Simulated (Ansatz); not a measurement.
# Ni (Nickel): how the settings move a single-point run

Aim: see which settings change the result for Ni (Nickel), by how much, and at what cost.

Computed with Ansatz 0.2.0 (reference: DFT, LDA, PAW with Ansatz's default frozen-core files, scalar-relativistic, unless a step's input says otherwise).

## (1) The structure to begin with

It takes space group Fm-3m (No. 225, cubic). Conventional cell: a = 3.351 Å, b = 3.351 Å, c = 3.351 Å, α = 90.00°, β = 90.00°, γ = 90.00°. Around Ni (site symmetry m-3m) lie 12 Ni at 2.37 Å.

Coordinates:

```cif
data_structure
_symmetry_space_group_name_H-M 'P 1'
_symmetry_Int_Tables_number 1
_cell_length_a 2.3696
_cell_length_b 2.3696
_cell_length_c 2.3696
_cell_angle_alpha 60.000
_cell_angle_beta 60.000
_cell_angle_gamma 60.000
_cell_volume 9.41
loop_
_atom_site_label
_atom_site_type_symbol
_atom_site_fract_x
_atom_site_fract_y
_atom_site_fract_z
_atom_site_occupancy
Ni1 Ni 0.00000 0.00000 0.00000 1
```

## (2) Reference

input.yaml

```yaml
crystal:
  lattice:
    - [0.0, 1.6755447568, 1.6755447568]
    - [1.6755447568, 0.0, 1.6755447568]
    - [1.6755447568, 1.6755447568, 0.0]
  atoms:
    - { symbol: Ni, position: [0.0, 0.0, 0.0], spin: 0.375 }
magnetization:
  spin_polarized: true
kpoints:
  mp_grid: { grid: [16, 16, 16] }
scf:
  occupations: { method: fermi_dirac, width: 0.1 }
hamiltonian:
  xc: lda
  pseudopotentials: { kind: paw }
output:
  forces: true
  stress: true
  eigenvalues: true
  write_density: true
  write_potential: true
  elf: true
  volumetric_format: npy
```

Started as:

```sh
> ansatz run input.yaml --threads 1 --pin off --max-ram 3072MiB --backend cpu --events-out ev --progress --plain --runs-dir out
```

## (3) Changing settings: mp_grid.shift [0.5, 0.5, 0.5], occupations.method methfessel_paxton, occupations.width 0.025

Changes to input.yaml since step 2:

```diff
@@ -10,5 +10,5 @@
 kpoints:
-  mp_grid: { grid: [16, 16, 16] }
+  mp_grid: { grid: [16, 16, 16], shift: [0.5, 0.5, 0.5] }
 scf:
-  occupations: { method: fermi_dirac, width: 0.1 }
+  occupations: { method: methfessel_paxton, width: 0.025 }
 hamiltonian:
```

What does the calculation give? Wanted: for each run, ending; energy change; pressure; abs. moment; force.

**Answer**, as computed:

```csv
run,ending,energy change,pressure (GPa),abs. moment (μB),force (eV/Å),cycles,time
reference,converged,0,19.4,0.60,0.00,11,5.2 s
"1: mp_grid.shift [0.5, 0.5, 0.5], occupations.method methfessel_paxton, occupations.width 0.025",converged,+2.6 meV/atom (σ→0),19.2,0.66,0.00,15,19 s
```

Residual by cycle in the longest SCF loop of each run; runs are numbered as in the table. The quantity is the density residual dr2, in eV.

```csv
cycle,reference,run 1
1,1.68,1.69
2,0.508,0.502
4,0.0462,0.0425
5,0.00529,0.00644
6,4.5e-4,0.00111
7,1.7e-5,1.0e-6
9,1.7e-7,2.4e-6
10,5.3e-10,1.2e-5
11,3.5e-12,7.1e-5
12,-,4.1e-7
14,-,3.2e-10
15,-,1.7e-11
```

Changing the k-point mesh and smearing moves the energy by +2.6 meV/atom (σ→0 values), and the absolute moment goes from 0.60 to 0.66 μB. More than one kind of setting changed, and this run alone doesn't tell their shares apart. Cost: 15 SCF cycles against 11, 19 s against 5.2 s. The structure is not at rest: the sound run finds 19 GPa, so these are no properties of the relaxed crystal. 
